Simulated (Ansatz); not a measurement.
Task: a formation energy from the elements of ScAu3 and its elements, with the Ansatz DFT code, driven from Python. Give the script and its output. Settings (first run): LDA, PAW, cutoff 510 eV, Gaussian smearing of 0.05 eV.

`scau3_formation.py`
```python
'''Is ScAu3 bound against its elements, after relaxing cells and atoms.'''

from collections import Counter
import warnings

import ansatz as az
import numpy as np
from tabulate import tabulate

params = {
    'functional': 'lda',
    'cutoff': 510,
    'k_spacing': 0.16,
    'smearing': 'gaussian',
    'width_ev': 0.05,
}

PHASES = {
    'ScAu3': (
        [(0.0, 3.31449, 3.31449), (3.31449, 0.0, 3.31449), (3.31449, 3.31449, 0.0)],
        [
            ('Sc', (0.0, 0.0, 0.0)),
            ('Au', (0.25, 0.25, 0.25)),
            ('Au', (0.75, 0.75, 0.75)),
            ('Au', (0.5, 0.5, 0.5)),
        ],
    ),
    'Sc': (
        [(3.309, 0.0, 0.0), (-1.6545, 2.865678, 0.0), (0.0, 0.0, 5.2733)],
        [
            ('Sc', (1 / 3, 2 / 3, 0.25)),
            ('Sc', (2 / 3, 1 / 3, 0.75)),
        ],
    ),
    'Au': (
        [(0.0, 2.035, 2.035), (2.035, 0.0, 2.035), (2.035, 2.035, 0.0)],
        [
            ('Au', (0.0, 0.0, 0.0)),
        ],
    ),
}


def build(vectors, sites):
    crystal = az.Crystal(lattice=az.Lattice.of(vectors))
    for symbol, position in sites:
        crystal = crystal.atom(symbol, position)
    return crystal


def compute(name, crystal):
    calc = crystal.calculation()
    calc = calc.functional(params['functional'])
    calc = calc.basis(params['cutoff']).kpoints(spacing=params['k_spacing'])
    calc = calc.occupations(params['smearing'], width=params['width_ev'])
    calc = calc.stress()
    calc = calc.relax(force_tolerance=0.02, max_steps=60, cell=True)
    return calc.run(threads=1, backend='cpu')


def counts(outcome):
    return Counter(site.symbol for site in outcome.lattice.sites)

def formation_energy(outcome, mu):
    n = counts(outcome)
    return (outcome.report['energy_sigma0_ev'] - sum(k * mu[element] for element, k in n.items())) / sum(n.values())


def volume_per_atom(outcome):
    return abs(np.linalg.det(outcome.lattice.cell_ang)) / len(outcome.lattice.sites)

warnings.simplefilter('ignore')

phases = {name: build(*cell) for name, cell in PHASES.items()}

done = {}
for name, crystal in phases.items():
    done[name] = compute(name, crystal)
    print(f'{name}: {done[name].report["energy_sigma0_ev"]:.4f} eV, {len(done[name].lattice.sites)} atoms')

# chemical potentials of the elements at zero temperature
references = {'Sc': 'Sc', 'Au': 'Au'}
mu = {element: done[name].report['energy_sigma0_ev'] / len(done[name].lattice.sites) for element, name in references.items()}

target = done['ScAu3']
heat = formation_energy(target, mu)
rows = [(name, len(o.lattice.sites), volume_per_atom(o), formation_energy(o, mu)) for name, o in done.items()]
print(tabulate(rows, headers=['phase', 'atoms', 'V (A^3/atom)', 'E_form (eV/atom)'], floatfmt='.4f', tablefmt='rst'))
```

Output of `python scau3_formation.py`:
```text
ScAu3: -40686.4301 eV, 4 atoms
Sc: -4178.0315 eV, 2 atoms
Au: -12864.9546 eV, 1 atoms
=======  =======  ==============  ==================
phase      atoms    V (A^3/atom)    E_form (eV/atom)
=======  =======  ==============  ==================
ScAu3          4         17.1459             -0.6376
Sc             2         22.4977              0.0000
Au             1         16.5517              0.0000
=======  =======  ==============  ==================
```

Notes:
- Total energies depend on the potentials; only differences at equal settings carry meaning.
- Spin-orbit coupling, which matters for elements this heavy, is left out.
- The cells come from databases of deposited and of computed structures, and not all need be stable phases.
- The compound is the structure given, not necessarily its lowest; energies are at zero temperature, with no correction for gases. A semilocal functional's error on such energies is often 0.05 to 0.1 eV an atom, and 0.1 to 0.3 eV against gases such as O2 or F2.
- Timing: 97 s on 1 thread of Arm Neoverse V1 (shared host), peak memory 0.53 GiB.
